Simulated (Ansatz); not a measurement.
**Si2BNH6: basis-set convergence**

Aim: see how fast density functionals converge with the basis set for Si2BNH6.

Method: one geometry, several basis sets; program: Ansatz 0.2.0, Gaussian basis.

Levels to be run: PBE0-D4/def2-SVP; ωB97M-V/def2-SVP; PBE0-D4/def2-QZVPP; ωB97M-V/def2-QZVPP; the functionals' def2-TZVPP values are taken from earlier runs.

## 1. Structure used throughout

All runs share one geometry, relaxed beforehand with PBE0-D4 in a triple-zeta def2 set.

10 atoms, charge 0, spin multiplicity 1.

Atoms are counted from 1 here; the program's logs count them from 0.

Bond lengths: Si1–Si2 2.333 Å, Si1–H5 1.490 Å, Si1–H6 1.489 Å, Si1–H7 1.487 Å, Si2–B3 1.940 Å, Si2–N4 1.767 Å, Si2–H8 1.491 Å, B3–N4 1.373 Å, B3–H9 1.187 Å, N4–H10 1.008 Å. Angles: Si2–Si1–H5 112.0°, Si2–Si1–H6 109.8°, Si2–Si1–H7 109.4°, H5–Si1–H6 108.0°, H5–Si1–H7 108.6°, H6–Si1–H7 108.9°, Si1–Si2–B3 125.3°, Si1–Si2–N4 115.4°, Si1–Si2–H8 112.2°, B3–Si2–N4 43.2°, B3–Si2–H8 122.4°, N4–Si2–H8 113.8°, Si2–B3–N4 61.7°, Si2–B3–H9 161.2°, N4–B3–H9 137.1°, Si2–N4–B3 75.1°, Si2–N4–H10 146.7°, B3–N4–H10 138.1°.

Coordinates:

```
Si   -1.4174    0.8532   -0.8064
Si   -0.1409   -0.7426    0.3189
B     1.3744   -0.3602    1.4676
N     1.6090   -0.5807    0.1334
H    -1.4653    0.5966   -2.2731
H    -2.8138    0.8378   -0.2907
H    -0.8345    2.2029   -0.5797
H    -0.6431   -2.1277    0.0929
H     2.0178   -0.1160    2.4351
H     2.3970   -0.6147   -0.4950
```

## 2. PBE0-D4 in def2-SVP

Input file in.yaml:

```yaml
crystal:
  periodic: [false, false, false]
  atoms:
    - {symbol: Si, position_ang: [-1.417372, 0.853242, -0.806393]}
    - {symbol: Si, position_ang: [-0.140907, -0.742570, 0.318918]}
    - {symbol: B, position_ang: [1.374443, -0.360196, 1.467599]}
    - {symbol: N, position_ang: [1.608966, -0.580698, 0.133379]}
    - {symbol: H, position_ang: [-1.465337, 0.596615, -2.273105]}
    - {symbol: H, position_ang: [-2.813842, 0.837793, -0.290652]}
    - {symbol: H, position_ang: [-0.834516, 2.202891, -0.579717]}
    - {symbol: H, position_ang: [-0.643073, -2.127674, 0.092947]}
    - {symbol: H, position_ang: [2.017774, -0.115951, 2.435061]}
    - {symbol: H, position_ang: [2.396963, -0.614654, -0.495037]}
basis:
  gaussian: {orbitals: def2-SVP}
hamiltonian: {xc: pbe0, dispersion: d4}
output: {orbitals: {seedname: orbitals}}
```

Run with:

```bash
$ ansatz run in.yaml --threads 2 --pin off --events-out ev --progress --plain --max-ram 4352MiB
```

After this run come: ωB97M-V in def2-SVP; PBE0-D4 in def2-QZVPP; ωB97M-V in def2-QZVPP.

Before running them: what should the planned runs give, taken together? Wanted: PBE0-D4: double and triple zeta above quadruple; ωB97M-V: double and triple zeta above quadruple.

The runs gave:

```
                                       quantity          value
PBE0-D4: double and triple zeta above quadruple  8.70, 0.66 eV
ωB97M-V: double and triple zeta above quadruple  8.79, 0.62 eV
```

PBE0-D4 gains 8.03 eV from double to triple zeta, then 0.66 eV more. Total energies overstate the basis error of differences, where much of it tends to cancel. The LUMO of ωB97M-V is positive and keeps falling with the basis (1.51 to 0.93 eV): an unbound level that the basis holds in place.
